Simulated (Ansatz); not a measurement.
# GeSb2Te4: the cost of one run

Program: Ansatz 0.2.0. Level of theory: DFT PBE, scalar-relativistic, plane waves, PAW. These are calculated values, not measurements.

1 further run of the same task is left out (set aside as unsound or not needed). Runs told in other sessions of the task aren't counted.

## 1. The structure to begin with

The cell holds 21 atoms (Ge3Sb6Te12): a = 8.599 Å, b = 8.793 Å, c = 9.250 Å, α = 88.18°, β = 92.61°, γ = 86.98°.

It is the last frame of an earlier stage of the same melt, run at 880 K.

Its coordinates follow in the input file.

## 2. Dynamics at 300 K

One k point, a Fermi-Dirac width of 0.050 eV and a fixed cell.

Contents of input.yaml:

```yaml
crystal:
  lattice:
    - [8.593945, 0.231072, -0.205129]
    - [0.231072, 8.788765, 0.14619]
    - [-0.205129, 0.14619, 9.246864]
  atoms:
    - { symbol: Ge, position: [0.3584868909, 0.9274715672, 0.0332451022] }
    - { symbol: Ge, position: [0.8436432625, 0.8478703543, 0.8640498286] }
    - { symbol: Ge, position: [0.6435008796, 0.0137265255, 0.5019951315] }
    - { symbol: Sb, position: [0.2930093493, 0.1651071638, 0.4235019993] }
    - { symbol: Sb, position: [0.2594890269, 0.6412685158, 0.8939894394] }
    - { symbol: Sb, position: [0.7420310005, 0.3612222089, 0.7556443263] }
    - { symbol: Sb, position: [0.0323338194, 0.7674529601, 0.6460494732] }
    - { symbol: Sb, position: [0.3833356126, 0.576752388, 0.3402115106] }
    - { symbol: Sb, position: [0.8037500159, 0.6106329081, 0.2220756429] }
    - { symbol: Te, position: [0.7349844162, 0.6429075302, 0.5790524811] }
    - { symbol: Te, position: [0.7319336465, 0.1018311194, 0.0157190425] }
    - { symbol: Te, position: [0.5432414063, 0.8528840071, 0.271148614] }
    - { symbol: Te, position: [0.9356991604, 0.0944502484, 0.6309018141] }
    - { symbol: Te, position: [0.6294171196, 0.2856635341, 0.3771337053] }
    - { symbol: Te, position: [0.979344958, 0.3252438078, 0.3651084668] }
    - { symbol: Te, position: [0.357670487, 0.0756621945, 0.7497202762] }
    - { symbol: Te, position: [0.0629780583, 0.7881926307, 0.3051690348] }
    - { symbol: Te, position: [0.59064559, 0.7205255672, 0.9182238272] }
    - { symbol: Te, position: [0.3193190571, 0.4919567351, 0.6394275424] }
    - { symbol: Te, position: [0.4004017882, 0.3787116743, 0.1106347307] }
    - { symbol: Te, position: [0.9730762676, 0.4569271978, 0.9878635291] }
  symmetry: { detect: false }
basis:
  ecutwfc: 420
  xc_grid: 1
kpoints:
  mp_grid: { grid: [1, 1, 1], shift: [0.25, 0.25, 0.25] }
hamiltonian:
  xc: pbe
scf:
  occupations: { method: fermi_dirac, width: 0.05 }
  lower_state_search: "off"
  convergence: { dr2_threshold: 1.0e-05 }
output:
  forces: true
  stress: true
md:
  timestep: 3.0
  n_steps: 15
  ensemble: nvt_langevin
  friction: 0.015
  temperature: 300.0
  initial_velocities: maxwell_boltzmann
  seed: 18213
```

On the command line:

```
ansatz run input.yaml --threads 2 --pin off --max-ram 5120MiB --backend cpu --events-out ev --progress --plain --runs-dir out
```

What time and memory should one allow on 2 threads of Intel Xeon at 2.50GHz (Skylake/Cascade Lake), shared host?

About 3.3 min, with a peak of 1.1 GiB.
